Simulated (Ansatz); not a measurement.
# BrClH4Sn: a nudged elastic band in two tries

Aim: a band of images between two relaxed ends for this system.

Method: RKS B3LYP-D4/def2-SVP, in Ansatz 0.2.0.

### Step 1. The system as given

Bond lengths: Sn1–H2 1.709 Å, Sn1–Cl3 2.401 Å, Sn1–H4 1.709 Å, Sn1–H5 1.713 Å, Br6–H7 1.441 Å. Angles: H2–Sn1–Cl3 105.7°, H2–Sn1–H4 114.3°, H2–Sn1–H5 112.9°, Cl3–Sn1–H4 105.7°, Cl3–Sn1–H5 104.2°, H4–Sn1–H5 112.9°.

As a file:

```xyz
7

Sn   -0.3366   -0.2805   -0.0366
H    -0.7667   -0.5063    1.6017
Cl    2.0621   -0.1816   -0.0717
H    -0.8710    1.1979   -0.7059
H    -0.7157   -1.6325   -1.0179
Br    1.3591    2.7873    2.0969
H     1.9768    1.7440    1.3186
```

### Step 2. First try

input.yaml

```yaml
crystal:
  periodic: [false, false, false]
  atoms:
    - { symbol: Sn, position_ang: [-0.336627, -0.280461, -0.03656] }
    - { symbol: H, position_ang: [-0.766673, -0.506308, 1.601652] }
    - { symbol: Cl, position_ang: [2.062118, -0.181632, -0.071732] }
    - { symbol: H, position_ang: [-0.871005, 1.197857, -0.705891] }
    - { symbol: H, position_ang: [-0.71566, -1.63254, -1.017922] }
    - { symbol: Br, position_ang: [1.359092, 2.787291, 2.096881] }
    - { symbol: H, position_ang: [1.976754, 1.743993, 1.318573] }
basis:
  gaussian: { orbitals: def2-SVP }
hamiltonian:
  xc: b3lyp
  dispersion: d4
neb:
  order_check: false
  images: 5
  f_tol: 0.03
  max_iterations: 8
  final_atoms:
    - { symbol: Sn, position_ang: [0.39005058, 0.58356773, -0.684073] }
    - { symbol: H, position_ang: [-0.31109535, -0.41000237, 3.33921793] }
    - { symbol: Cl, position_ang: [2.2803079, -0.19486926, -1.86773734] }
    - { symbol: H, position_ang: [-0.64321355, 1.35030014, -1.81003994] }
    - { symbol: H, position_ang: [-0.23445442, -0.72884833, 0.21385162] }
    - { symbol: Br, position_ang: [1.18688124, 2.32416442, 0.93816344] }
    - { symbol: H, position_ang: [6.0395226, 6.20388765, 9.05561829] }
  initial_path: idpp
```

Launch:

```sh
$ ansatz run input.yaml --threads 2 --pin off --max-ram 3072MiB --backend cpu --events-out ev --progress --plain --runs-dir out
```

Q: Predict the outcome of this session. Wanted: first try.

**Answer**, as computed:

```
 quantity                                                                                   value
first try                                                                                 timeout
    cause  one atom of the second end is shifted by 6 along every axis, far from where it belongs
```

The program did not catch the first fault at the input check, so it cost a run.
